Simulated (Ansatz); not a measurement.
# BH7N2Si: the cost of one run

All numbers below are computed with Ansatz 0.2.0 (RKS BLYP-D4/6-31G).

**1. The system as given**

Bond lengths: N1–B2 1.459 Å, B2–N3 1.501 Å, B2–Si4 1.961 Å, N1–H5 1.090 Å, N1–H6 1.060 Å, N3–H7 1.103 Å, N3–H8 1.007 Å, Si4–H9 1.468 Å, Si4–H10 1.508 Å, Si4–H11 1.385 Å. Angles (14 of 15 angles, heavy atoms first): N1–B2–N3 119.3°, N1–B2–Si4 120.9°, N3–B2–Si4 119.7°, B2–N1–H5 108.5°, B2–N1–H6 112.5°, B2–N3–H7 107.2°, B2–N3–H8 109.7°, B2–Si4–H9 106.2°, B2–Si4–H10 105.8°, B2–Si4–H11 111.2°, H5–N1–H6 104.3°, H7–N3–H8 104.0°, H9–Si4–H10 108.1°, H9–Si4–H11 113.7°.

Structure file:

```xyz
11

N    -0.8381    1.5130    0.3059
B    -0.0769    0.2682    0.3098
N     0.3543   -0.3260    1.6192
Si    0.4658   -0.5856   -1.3699
H    -1.8189    1.3167   -0.1279
H    -1.0491    1.8623    1.2837
H     1.4554   -0.3957    1.5995
H     0.0507   -1.2843    1.6726
H    -0.1578    0.1939   -2.4457
H    -0.1651   -1.9547   -1.3584
H     1.8451   -0.6649   -1.4683
```

**2. Relaxing end A**

File input.yaml:

```yaml
crystal:
  periodic: [false, false, false]
  atoms:
    - { symbol: "N", position_ang: [-0.8381, 1.513, 0.3059] }
    - { symbol: B, position_ang: [-0.0769, 0.2682, 0.3098] }
    - { symbol: "N", position_ang: [0.3543, -0.326, 1.6192] }
    - { symbol: Si, position_ang: [0.4658, -0.5856, -1.3699] }
    - { symbol: H, position_ang: [-1.8189, 1.3167, -0.1279] }
    - { symbol: H, position_ang: [-1.0491, 1.8623, 1.2837] }
    - { symbol: H, position_ang: [1.4554, -0.3957, 1.5995] }
    - { symbol: H, position_ang: [0.0507, -1.2843, 1.6726] }
    - { symbol: H, position_ang: [-0.1578, 0.1939, -2.4457] }
    - { symbol: H, position_ang: [-0.1651, -1.9547, -1.3584] }
    - { symbol: H, position_ang: [1.8451, -0.6649, -1.4683] }
basis:
  gaussian: { orbitals: "6-31G" }
hamiltonian:
  xc: blyp
  dispersion: d4
relax:
  f_tol: 0.02
  max_steps: 50
output:
  orbitals: {}
```

Run with:

```bash
$ ansatz run input.yaml --threads 1 --pin off --max-ram 2048MiB --backend cpu --events-out ev --progress --plain --runs-dir out
```

**Question.** How long does this run take on 1 thread of Arm Neoverse N1, shared host, and how much memory does it need?

About 59 s, with a peak of 0.13 GiB.
